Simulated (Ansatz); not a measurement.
# Ga2GeTeSe: the cost of one run

Computed with Ansatz 0.2.0 (DFT PBE, scalar-relativistic, plane waves, PAW, unless a step's input says otherwise).

## 1. Starting point

The structure is tetragonal, space group P4mm (No. 99). Conventional cell: a = 4.026 Å, b = 4.026 Å, c = 8.247 Å, α = 90.00°, β = 90.00°, γ = 90.00°. Ga (site symmetry 4mm) has 1 Ge at 1.74 Å in its first shell of neighbours. Around Ga (site symmetry 4mm) lie 1 Ge at 1.89 Å and 4 Te at 2.99 Å. Around Ge (site symmetry 4mm) lie 2 Ga at 1.74 to 1.89 Å and 4 Te at 3.00 Å. Around Te (site symmetry 4mm) lie 4 Ga at 2.99 Å and 4 Ge at 3.00 Å. Se (site symmetry 4mm) is surrounded by 4 Ga at 2.92 Å.

Coordinates:

```cif
data_structure
_symmetry_space_group_name_H-M 'P 1'
_symmetry_Int_Tables_number 1
_cell_length_a 4.0262
_cell_length_b 4.0262
_cell_length_c 8.2474
_cell_angle_alpha 90.000
_cell_angle_beta 90.000
_cell_angle_gamma 90.000
_cell_volume 133.69
loop_
_atom_site_label
_atom_site_type_symbol
_atom_site_fract_x
_atom_site_fract_y
_atom_site_fract_z
_atom_site_occupancy
Ga1 Ga 0.50000 0.50000 0.61018 1
Ga2 Ga 0.50000 0.50000 0.17051 1
Ge1 Ge 0.50000 0.50000 0.39928 1
Te1 Te 0.00000 0.00000 0.28305 1
Se1 Se 0.00000 0.00000 0.68817 1
```

A structure generator made this guess: random cell by space group and Wyckoff sites (P4mm, No. 99). Its size is a rough estimate.

## 2. Probe: one point on a coarse mesh

input.yaml

```yaml
crystal:
  lattice:
    - [4.02615236, 0.0, 0.0]
    - [0.0, 4.02615236, 0.0]
    - [0.0, 0.0, 8.24736061]
  atoms:
    - { symbol: Ga, position: [0.5, 0.5, 0.61017737] }
    - { symbol: Ga, position: [0.5, 0.5, 0.17050912] }
    - { symbol: Ge, position: [0.5, 0.5, 0.39927508] }
    - { symbol: Te, position: [0.0, 0.0, 0.2830463] }
    - { symbol: Se, position: [0.0, 0.0, 0.688171] }
basis:
  ecutwfc: 420
kpoints:
  mp_grid: { grid: [4, 4, 2] }
hamiltonian:
  xc: pbe
scf:
  occupations: { method: gaussian, width: 0.1 }
  lower_state_search: "off"
output:
  forces: true
  stress: true
  eigenvalues: true
```

On the command line:

```console
$ ansatz run input.yaml --threads 1 --pin off --max-ram 2560MiB --backend cpu --events-out ev --progress --plain --runs-dir out
```

What time and memory should one allow on 1 thread of Intel Xeon at 2.70GHz, shared host?

About 7.8 s, with a peak of 0.42 GiB.
